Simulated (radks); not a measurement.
**Ionisation energy and size from K to Co**

One table from this session's results is given with a row withheld; the runs are named, their logs left out.

The numbers are computed with radks (a radial shooting solver on a logarithmic mesh, Libxc functionals) version 1 (Dirac Kohn-Sham, BLYP, spin-unpolarised, spherical densities, finite nucleus; open shells fill j = l - 1/2 first), except any that are marked as measured or tabulated.

**What is computed**

- species: K, Ca, Sc, Ti, V, Cr, Mn, Fe, Co
- runs: 18, each species and its next ion

Set-up of the first run:

Settings of this run:

```text
Z 19
configuration [Ar] 4s1
relativity Dirac
functional b88,lyp
spin unpolarised
j_filling energy
nucleus finite rms 3.4349 fm
c 137.035999084
```

Among the steps run: K, [Ar] 4s1; K⁺, [Ar]; Ca, [Ar] 4s2; Ca⁺, [Ar] 4s1; Sc, [Ar] 3d1 4s2; Sc⁺, [Ar] 3d1 4s1; Ti, [Ar] 3d2 4s2; Ti⁺, [Ar] 3d2 4s1; V, [Ar] 3d3 4s2; V⁺, [Ar] 3d4; Cr, [Ar] 3d5 4s1; Cr⁺, [Ar] 3d5; Mn, [Ar] 3d5 4s2; Mn⁺, [Ar] 3d5 4s1; Fe, [Ar] 3d6 4s2; Fe⁺, [Ar] 3d6 4s1; Co, [Ar] 3d7 4s2; Co⁺, [Ar] 3d8.

One of the session's tables, all rows but one given; the rest of the session is left out.

| species | Δ-SCF (eV) | −ε(HOMO) (eV) | its <r> (bohr) |
| --- | --- | --- | --- |
| K | 4.359 | 2.245 | 4.92 |
| Ca | 6.230 | 3.614 | 4.00 |
| Sc | 6.822 | 3.118 | 3.71 |
| Ti | ? | ? | ? |
| V | 7.249 | 4.583 | 3.35 |
| Cr | 6.965 | 2.789 | 3.43 |
| Mn | 8.396 | 5.019 | 3.09 |
| Fe | 8.725 | 5.219 | 2.99 |
| Co | 6.719 | 5.412 | 2.89 |

**Question.** Estimate the row for Ti.

As computed: Δ-SCF (eV): 7.284; −ε(HOMO) (eV): 4.151; its <r> (bohr): 3.51. In the column «Δ-SCF (eV)» it lies between V (7.249) and Mn (8.396).

**Reading.** Reference values: NIST Atomic Spectra Database, measured. By these runs, which need not match the measured order, Fe holds its electron most tightly (8.725 eV) and K least (4.359 eV); the widest outer orbital is the 4s1/2 of K. Against the measured or semi-empirical entries the Δ-SCF values err by +3.6 % on average (signed), at worst -14.7 % (Co). For Sc, Ti, Cr the highest level isn't the widest one, so −ε(HOMO) and <r> belong to different orbitals, and Δ-SCF follows the ion's typed configuration. Spin polarisation and multiplet splitting are left out, so open shells lie too high by an amount that depends on their filling.

**Measured values.**

NIST Atomic Spectra Database reports: ionisation energy of K 4.34066 eV; ionisation energy of Ca 6.11316 eV; ionisation energy of Sc 6.56149 eV; ionisation energy of Ti 6.82812 eV; ionisation energy of V 6.74619 eV; ionisation energy of Cr 6.76651 eV; ionisation energy of Mn 7.43404 eV; ionisation energy of Fe 7.90247 eV.
